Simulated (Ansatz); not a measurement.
# C over Ta (110): the energy landscape

Aim: for Ta, map the energy of an adatom of C over the surface cell.

Computed with Ansatz 0.2.0 (DFT PBEsol, scalar-relativistic, plane waves, PAW, unless a step's input says otherwise).

2 further runs of the same task are left out: 2 set aside as unsound or not needed.

## (1) The system as given

It takes space group Cmm2 (No. 35, orthorhombic). Conventional cell: a = 3.281 Å, b = 4.639 Å, c = 23.959 Å, α = 90.00°, β = 90.00°, γ = 90.00°. Around Ta (site symmetry mm2) lie 6 Ta at 2.84 Å. Around Ta (site symmetry mm2) lie 8 Ta at 2.83 to 2.84 Å. Around Ta (site symmetry mm2) lie 8 Ta at 2.76 to 2.84 Å. Ta (site symmetry mm2) is surrounded by 6 Ta at 2.76 to 2.84 Å.

Coordinates:

```
CELL_PARAMETERS angstrom
2.84101 0.00000 0.00000
-0.94700 2.67853 0.00000
0.00000 0.00000 23.95903
ATOMIC_POSITIONS crystal
Ta 0.50000 0.50000 0.35477
Ta 0.00000 0.00000 0.45159
Ta 0.50000 0.50000 0.54807
Ta 0.00000 0.00000 0.64065
```

Miller indices refer to the conventional cell of the relaxed bulk, Im-3m (No. 229): a = 3.281 Å, b = 3.281 Å, c = 3.281 Å, α = 90.00°, β = 90.00°, γ = 90.00°.

This (110) slab, 7.0 Å thick as cut, with 17 Å of vacuum; its outer planes are Ta (top) and Ta (bottom), was relaxed beforehand with its lower half held: -39223.5164 eV, work function 4.87 eV (top face), 4.95 eV (bottom face).

## (2) Place (0.00, 0.00)

The slab is now rigid. C is held over places of the 1×1 surface cell, counted from the highest atom, and only its height relaxes; places alike by symmetry are run once.

input.yaml reads:

```yaml
crystal:
  lattice:
    - [2.8410132489, 0.0, 0.0]
    - [-0.9470044163, 2.6785329784, 0.0]
    - [0.0, 0.0, 25.9590328124]
  atoms:
    - { symbol: Ta, position: [0.5, 0.5, 0.3274390098] }
    - { symbol: Ta, position: [0.0, 0.0, 0.416798179] }
    - { symbol: Ta, position: [0.5, 0.5, 0.5058470961] }
    - { symbol: Ta, position: [0.0, 0.0, 0.5912937381] }
    - { symbol: C, position: [0.0, 0.0, 0.6860584398] }
basis:
  ecutwfc: 420
kpoints:
  mp_grid: { grid: [11, 11, 1] }
hamiltonian:
  xc: pbesol
scf:
  occupations: { method: gaussian, width: 0.1 }
output:
  forces: true
  eigenvalues: true
relax:
  adjacent_minimum: "off"
  f_tol: 0.02
  max_steps: 25
  constraints: [{ sites: [0, 1, 2, 3] }, { site: 4, fix: xy }]
efield:
  axis: 3
  dipole_correction: true
```

The session goes on with these runs: place (0.00, 0.33); place (0.33, 0.33); C over (0.33, 0.67).

What does the calculation give? Wanted: lowest place; corrugation on the grid; adsorption energy at the lowest place, slab rigid.

**Answer**, as computed:

| quantity | value |
| --- | --- |
| lowest place | (1/3, 2/3), (2/3, 1/3) |
| corrugation on the grid | 2.44 eV |
| adsorption energy at the lowest place, slab rigid | -6.64 eV |

What this shows: The adatom is most stable at (1/3, 2/3), (2/3, 1/3) and least at (0/3, 0/3), 2.44 eV higher. The slab is rigid and the grid coarse, so this is a rough map and no barrier to diffusion. The runs treat Ta without spin-orbit coupling.
